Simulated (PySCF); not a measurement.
# A diatomic session: CaPb+

One table from this session's results is given with a row withheld; the runs are named, their logs left out.

The runs use PySCF 2.14.0; Ca def2-SVPD, Pb def2-SVPD with ECP60, scalar-relativistic core potentials.

The first run:

A driver script around PySCF takes these settings:

```yaml
atoms: Ca, Pb
charge: 1
basis: Ca def2-SVPD, Pb def2-SVPD with ECP60
Hamiltonian: scalar-relativistic core potentials
basis_functions: 59
electrons_treated: 41
masses_in_u: 39.9626, 207.9766
levels: PBE0, PBE, r²SCAN, r²SCANh, B97-3, TPSSh, ωB97X, HF, MP2, SCS-MP2
grid: 80 radial by 434 angular points
occupations: held fixed by the projection of orbital angular momentum
dissociation_limit: Ca+ + Pb, each in its ground configuration
starting_distance_in_angstrom: 3.085
values_of_2S_to_try: 1, 3
```

On the command line:

```sh
> OMP_NUM_THREADS=1 python dia.py task.json out
```

Steps of the session up to this table: Input; First curve: PBE0; Higher solutions at PBE0; PBE (GGA); r²SCAN (meta-GGA); r²SCANh (hybrid meta-GGA); B97-3 (global hybrid GGA); TPSSh (hybrid meta-GGA); ωB97X; ROHF (mean field).

One of the session's tables, all rows but one given; the rest of the session is left out.

Energy (eV) from each level's lowest point:

| R (Å) | ROHF | ROHF-MP2 | ROHF-SCS-MP2 | PBE | r²SCAN |
| --- | --- | --- | --- | --- | --- |
| 2.820 | 0.677 | 0.606 | 0.642 | 0.426 | 0.434 |
| 2.951 | 0.354 | 0.308 | 0.335 | 0.183 | 0.185 |
| 3.082 | 0.157 | 0.128 | 0.148 | 0.053 | 0.053 |
| 3.181 | 0.069 | 0.051 | 0.064 | 0.009 | 0.009 |
| 3.279 | ? | ? | ? | ? | ? |
| 3.377 | 0.000 | 0.000 | 0.000 | 0.016 | 0.016 |
| 3.509 | 0.007 | 0.018 | 0.009 | 0.066 | 0.064 |
| 3.672 | 0.054 | 0.078 | 0.058 | 0.157 | 0.148 |
| 3.869 | 0.145 | 0.183 | 0.150 | 0.286 | 0.261 |
| 4.131 | 0.296 | 0.352 | 0.302 | 0.463 | 0.412 |

Q: Estimate the row for R (Å) = 3.279 from the others.

Worked estimate for «ROHF». A straight line through the neighbours (3.181, 0.069) and (3.377, 0.000) gives 0.069 + (0.000 − 0.069) × (3.279 − 3.181) / (3.377 − 3.181) = 0.035; a parabola fitted to 4 rows on both sides gives 0.021.

**Answer.** ROHF: 0.020; ROHF-MP2: 0.011; ROHF-SCS-MP2: 0.018; PBE: 0.000; r²SCAN: 0.000. In «ROHF» the line misses by +0.015 and the parabola by +0.001.
